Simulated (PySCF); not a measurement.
**La(BH4)3: how settings move a single point**

Which settings matter for La(BH4)3? Each run alters one on purpose. The structure is generated, not taken from experiment.

The runs use PySCF 2.14.0; PBE, La lcecp-1-SVP with ECP46, B def2-SVP, H def2-SVP; scalar-relativistic core potentials, no spin–orbit coupling.

3 further runs of the same task are left out: 2 for a known fault of the program, 1 that didn't finish.

## Step 1: Starting geometry

16 atoms, charge 0, spin multiplicity 1.

Bond lengths: La1–B2 2.605 Å, La1–H4 2.403 Å, La1–H5 2.403 Å, La1–H6 2.431 Å, La1–B7 2.605 Å, La1–H9 2.403 Å, La1–H10 2.403 Å, La1–H11 2.431 Å, La1–B12 2.605 Å, La1–H14 2.403 Å, La1–H15 2.403 Å, La1–H16 2.431 Å, B2–H3 1.214 Å, B2–H4 1.266 Å, B2–H5 1.266 Å, B2–H6 1.257 Å, B7–H8 1.214 Å, B7–H9 1.266 Å and more. Angles: B2–La1–H4 28.9°, B2–La1–H5 28.9°, B2–La1–H6 28.6°, B2–La1–B7 120.0°, B2–La1–H9 103.0°, B2–La1–H10 103.0°, B2–La1–H11 148.6°, B2–La1–B12 120.0°, B2–La1–H14 130.6°, B2–La1–H15 130.6°, B2–La1–H16 91.4°, H4–La1–H5 49.2°, H4–La1–H6 49.4°, H4–La1–B7 130.6°, H4–La1–H9 103.9°, H4–La1–H10 125.9°, H4–La1–H11 151.1°, H4–La1–B12 103.0° and more.

As a file:

```mol
B3H12La
  3D, bonds by distance, orders not assigned

 16 24  0  0  0  0  0  0  0  0999 V2000
    0.0000    0.0000    0.0000 La  0  0
    2.6050    0.0115   -0.0000 B   0  0
    3.8188   -0.0064    0.0000 H   0  0
    2.1061   -0.5818    1.0008 H   0  0
    2.1061   -0.5818   -1.0008 H   0  0
    2.1291    1.1744   -0.0000 H   0  0
   -1.3124    2.2502    0.0000 B   0  0
   -1.9038    3.3104    0.0000 H   0  0
   -0.5492    2.1149    1.0008 H   0  0
   -0.5492    2.1149   -1.0008 H   0  0
   -2.0816    1.2566    0.0000 H   0  0
   -1.2925   -2.2617    0.0000 B   0  0
   -1.9150   -3.3040    0.0000 H   0  0
   -1.5570   -1.5331    1.0008 H   0  0
   -1.5570   -1.5331   -1.0008 H   0  0
   -0.0474   -2.4310    0.0000 H   0  0
  1  2  8  0
  1  4  8  0
  1  5  8  0
  1  6  8  0
  1  7  8  0
  1  9  8  0
  1 10  8  0
  1 11  8  0
  1 12  8  0
  1 14  8  0
  1 15  8  0
  1 16  8  0
  2  3  8  0
  2  4  8  0
  2  5  8  0
  2  6  8  0
  7  8  8  0
  7  9  8  0
  7 10  8  0
  7 11  8  0
 12 13  8  0
 12 14  8  0
 12 15  8  0
 12 16  8  0
M  END
```

Formal oxidation states: La +3. The 4f shell is empty and lies in the core potential. An earlier session relaxed this geometry at PBE, La lcecp-1-SVP with ECP46, B def2-SVP, H def2-SVP (singlet, point group C3h).

The sound run used a (50, 194) grid (finer on f atoms), a threshold of 1e-8 and at most 55 cycles, and ended at -113.178587 Eh.

## Step 2: Try 1

Input file run.py (the lines that set the calculation):

```python
mol = gto.M(atom='''
La     0.00000     0.00000     0.00000
B      2.60497     0.01148     0.00000
H      3.81881    -0.00642     0.00000
H      2.10614    -0.58185     1.00077
H      2.10614    -0.58185    -1.00077
H      2.12906     1.17442     0.00000
B     -1.31243     2.25022     0.00000
H     -1.90384     3.31040     0.00000
H     -0.54917     2.11490     1.00077
H     -0.54917     2.11490    -1.00077
H     -2.08161     1.25661     0.00000
B     -1.29254    -2.26171     0.00000
H     -1.91497    -3.30398     0.00000
H     -1.55697    -1.53305     1.00077
H     -1.55697    -1.53305    -1.00077
H     -0.04745    -2.43103     0.00000''',
    basis={'La': 'lcecp-1-SVP', 'B': 'def2-SVP', 'H': 'def2-SVP'},
    ecp={'La': 'lcecp-1-SVP'},
    charge=0, spin=0)
mf = dft.RKS(mol, xc='PBE')
mf.grids.atom_grid = (50, 194)  # f atoms: unpruned, at least (60, 302)
mf = mf.density_fit()  # fitting sets: La AutoAux, B def2-universal-JKFIT, H def2-universal-JKFIT
mf.conv_tol = 0.0001; mf.max_cycle = 55
mf.kernel(dm0)  # dm0: free metal ions and neutral atoms
```

Launch:

```
$ OMP_NUM_THREADS=4 python run.py
```

Standard output:

```text
init E= -114.051173837795
  HOMO = -0.336912116450229  LUMO = -0.143632888361949  gap/eV = 5.25940
cycle= 1 E= -113.153233642009  delta_E= 0.898  |g|= 0.268  |ddm|= 3.46
  HOMO = -0.267362301805021  LUMO = -0.141864350099938  gap/eV = 3.41497
cycle= 2 E= -113.144654060735  delta_E= 0.00858  |g|= 0.289  |ddm|= 0.921
  HOMO = -0.291416893474228  LUMO = -0.124015577769667  gap/eV = 4.55522
cycle= 3 E= -113.175312211368  delta_E= -0.0307  |g|= 0.091  |ddm|= 0.524
  HOMO = -0.291033314285341  LUMO = -0.135372863886662  gap/eV = 4.23574
cycle= 4 E= -113.17842622679  delta_E= -0.00311  |g|= 0.0195  |ddm|= 0.151
  HOMO = -0.291001160939363  LUMO = -0.132521489917832  gap/eV = 4.31245
cycle= 5 E= -113.178580840537  delta_E= -0.000155  |g|= 0.00376  |ddm|= 0.0363
  HOMO = -0.291169485371652  LUMO = -0.133058668610173  gap/eV = 4.30241
cycle= 6 E= -113.178586538322  delta_E= -5.7e-06  |g|= 0.000411  |ddm|= 0.00773
  HOMO = -0.291031531082357  LUMO = -0.132954279574616  gap/eV = 4.30150
Extra cycle  E= -113.178586570176  delta_E= -3.19e-08  |g|= 0.000313  |ddm|= 0.00161
converged SCF energy = -113.178586570176
```

It took 3.7 s on 4 threads of AMD EPYC 9R45 (Zen 5), shared host.

Changed: the SCF threshold (0.0001). It converges in 6 cycles, at the sound run's energy within 0.001 eV, with a largest force component of 0.01 eV/Å. The result survives the change.

## Step 3: Try 2

Changes to run.py (the lines that set the calculation) since step 2:

```diff
@@ -23,3 +23,3 @@
 mf = mf.density_fit()  # fitting sets: La AutoAux, B def2-universal-JKFIT, H def2-universal-JKFIT
-mf.conv_tol = 0.0001; mf.max_cycle = 55
-mf.kernel(dm0)  # dm0: free metal ions and neutral atoms
+mf.conv_tol = 1e-08; mf.max_cycle = 55
+mf.kernel(dm0)  # dm0: smeared density
```

Launch:

```
$ OMP_NUM_THREADS=4 python run.py
```

Standard output:

```text
init E= -113.111734794794
  HOMO = -0.296904917507177  LUMO = -0.126183577467297  gap/eV = 4.64556
cycle= 1 E= -113.176352704007  delta_E= -0.0646  |g|= 0.0704  |ddm|= 0.246
  HOMO = -0.285648336766284  LUMO = -0.145518866654668  gap/eV = 3.81312
cycle= 2 E= -113.1721263441  delta_E= 0.00423  |g|= 0.124  |ddm|= 0.326
  HOMO = -0.290691615952638  LUMO = -0.133324662550657  gap/eV = 4.28217
cycle= 3 E= -113.178580595237  delta_E= -0.00645  |g|= 0.00416  |ddm|= 0.192
  HOMO = -0.290981204210352  LUMO = -0.132897378225664  gap/eV = 4.30168
cycle= 4 E= -113.178586194973  delta_E= -5.6e-06  |g|= 0.00104  |ddm|= 0.0102
  HOMO = -0.291088859588222  LUMO = -0.133020091520358  gap/eV = 4.30127
cycle= 5 E= -113.178586594349  delta_E= -3.99e-07  |g|= 0.000204  |ddm|= 0.00176
  HOMO = -0.291078991844559  LUMO = -0.132998860386229  gap/eV = 4.30158
cycle= 6 E= -113.17858661006  delta_E= -1.57e-08  |g|= 2.81e-05  |ddm|= 0.000335
  HOMO = -0.29107814577204  LUMO = -0.132997849920231  gap/eV = 4.30158
cycle= 7 E= -113.178586610387  delta_E= -3.27e-10  |g|= 4.33e-06  |ddm|= 4.78e-05
  HOMO = -0.291077473670553  LUMO = -0.13299684022466  gap/eV = 4.30159
Extra cycle  E= -113.178586610389  delta_E= -1.76e-12  |g|= 3.58e-06  |ddm|= 1.4e-05
converged SCF energy = -113.178586610389
```

It took 4.2 s on 4 threads of AMD EPYC 9R45 (Zen 5), shared host.

Changed: the starting guess (smeared density). It converges in 7 cycles, at the sound run's energy within 0.001 eV, with a largest force component of 0.01 eV/Å. The result survives the change.

## Step 4: Try 3

Changes to run.py (the lines that set the calculation) since step 3:

```diff
@@ -21,5 +21,5 @@
 mf = dft.RKS(mol, xc='PBE')
-mf.grids.atom_grid = (50, 194)  # f atoms: unpruned, at least (60, 302)
+mf.grids.atom_grid = (40, 110)  # f atoms: unpruned
 mf = mf.density_fit()  # fitting sets: La AutoAux, B def2-universal-JKFIT, H def2-universal-JKFIT
 mf.conv_tol = 1e-08; mf.max_cycle = 55
-mf.kernel(dm0)  # dm0: smeared density
+mf.kernel(dm0)  # dm0: free metal ions and neutral atoms
```

Launch:

```
$ OMP_NUM_THREADS=4 python run.py
```

Standard output:

```text
init E= -114.051619250123
  HOMO = -0.33691669179182  LUMO = -0.143559151043248  gap/eV = 5.26153
cycle= 1 E= -113.154452915075  delta_E= 0.897  |g|= 0.268  |ddm|= 3.46
  HOMO = -0.267271394799892  LUMO = -0.141695768896323  gap/eV = 3.41709
cycle= 2 E= -113.145994981711  delta_E= 0.00846  |g|= 0.288  |ddm|= 0.92
  HOMO = -0.291363620536644  LUMO = -0.123914475341046  gap/eV = 4.55652
cycle= 3 E= -113.176531337208  delta_E= -0.0305  |g|= 0.0911  |ddm|= 0.523
  HOMO = -0.290951276048373  LUMO = -0.135265374136925  gap/eV = 4.23643
cycle= 4 E= -113.179647323528  delta_E= -0.00312  |g|= 0.0195  |ddm|= 0.151
  HOMO = -0.290925548800824  LUMO = -0.132409666825668  gap/eV = 4.31344
cycle= 5 E= -113.179802289189  delta_E= -0.000155  |g|= 0.00376  |ddm|= 0.0364
  HOMO = -0.291092693995909  LUMO = -0.132947609779838  gap/eV = 4.30335
cycle= 6 E= -113.179807994236  delta_E= -5.71e-06  |g|= 0.000411  |ddm|= 0.00774
  HOMO = -0.290999490731797  LUMO = -0.132891912833142  gap/eV = 4.30233
cycle= 7 E= -113.179808065667  delta_E= -7.14e-08  |g|= 3.73e-05  |ddm|= 0.000985
  HOMO = -0.291000249086858  LUMO = -0.13288553363181  gap/eV = 4.30252
cycle= 8 E= -113.17980806626  delta_E= -5.93e-10  |g|= 9.45e-06  |ddm|= 8.86e-05
  HOMO = -0.291001721342061  LUMO = -0.13288631253804  gap/eV = 4.30254
Extra cycle  E= -113.179808066246  delta_E= 1.36e-11  |g|= 1.14e-05  |ddm|= 2.91e-05
converged SCF energy = -113.179808066246
```

It took 3.6 s on 4 threads of AMD EPYC 9R45 (Zen 5), shared host.

Changed: the integration grid, to (40, 110). It converges in 8 cycles, -0.033 eV from the sound run, with a largest force component of 0.04 eV/Å. The setting is unsound, so these numbers aren't the compound's.

## Step 5: Try 4

Changes to run.py (the lines that set the calculation) since step 4:

```diff
@@ -21,5 +21,5 @@
 mf = dft.RKS(mol, xc='PBE')
-mf.grids.atom_grid = (40, 110)  # f atoms: unpruned
+mf.grids.atom_grid = (50, 194)  # f atoms: unpruned, at least (60, 302)
 mf = mf.density_fit()  # fitting sets: La AutoAux, B def2-universal-JKFIT, H def2-universal-JKFIT
-mf.conv_tol = 1e-08; mf.max_cycle = 55
+mf.conv_tol = 1e-08; mf.max_cycle = 8
 mf.kernel(dm0)  # dm0: free metal ions and neutral atoms
```

Launch:

```
$ OMP_NUM_THREADS=4 python run.py
```

Standard output:

```text
init E= -114.051173837795
  HOMO = -0.336912116450226  LUMO = -0.14363288836195  gap/eV = 5.25940
cycle= 1 E= -113.153233642009  delta_E= 0.898  |g|= 0.268  |ddm|= 3.46
  HOMO = -0.267362301805011  LUMO = -0.141864350099933  gap/eV = 3.41497
cycle= 2 E= -113.144654060735  delta_E= 0.00858  |g|= 0.289  |ddm|= 0.921
  HOMO = -0.291416893474249  LUMO = -0.124015577769677  gap/eV = 4.55522
cycle= 3 E= -113.175312211369  delta_E= -0.0307  |g|= 0.091  |ddm|= 0.524
  HOMO = -0.291033314285369  LUMO = -0.135372863886673  gap/eV = 4.23574
cycle= 4 E= -113.17842622679  delta_E= -0.00311  |g|= 0.0195  |ddm|= 0.151
  HOMO = -0.291001160939386  LUMO = -0.132521489917817  gap/eV = 4.31245
cycle= 5 E= -113.178580840537  delta_E= -0.000155  |g|= 0.00376  |ddm|= 0.0363
  HOMO = -0.291169485371648  LUMO = -0.133058668610174  gap/eV = 4.30241
cycle= 6 E= -113.178586538322  delta_E= -5.7e-06  |g|= 0.000411  |ddm|= 0.00773
  HOMO = -0.291075880743898  LUMO = -0.133002937880007  gap/eV = 4.30138
cycle= 7 E= -113.17858660977  delta_E= -7.14e-08  |g|= 3.71e-05  |ddm|= 0.000985
  HOMO = -0.291077033953388  LUMO = -0.132996537494644  gap/eV = 4.30159
cycle= 8 E= -113.178586610372  delta_E= -6.02e-10  |g|= 7.25e-06  |ddm|= 8.78e-05
  HOMO = -0.291077961745941  LUMO = -0.132997334532531  gap/eV = 4.30159
Extra cycle  E= -113.17858661038  delta_E= -7.96e-12  |g|= 6.02e-06  |ddm|= 2.06e-05
converged SCF energy = -113.17858661038
```

It took 4.3 s on 4 threads of AMD EPYC 9R45 (Zen 5), shared host.

Changed: the cycle limit (8). It converges in 8 cycles, at the sound run's energy within 0.001 eV, with a largest force component of 0.01 eV/Å. The result survives the change.

## Step 6: Results

| run | changed | ending | energy change (eV) | cycles | time | usable |
| --- | --- | --- | --- | --- | --- | --- |
| 1 | the SCF threshold | converged | 0.000 | 6 | 3.7 s | yes |
| 2 | the starting guess | converged | 0.000 | 7 | 4.2 s | yes |
| 3 | the integration grid | converged | -0.033 | 8 | 3.6 s | no |
| 4 | the cycle limit | converged | 0.000 | 8 | 4.3 s | yes |

3 of 4 altered runs give a usable result. 1 ended normally with numbers unfit to quote.
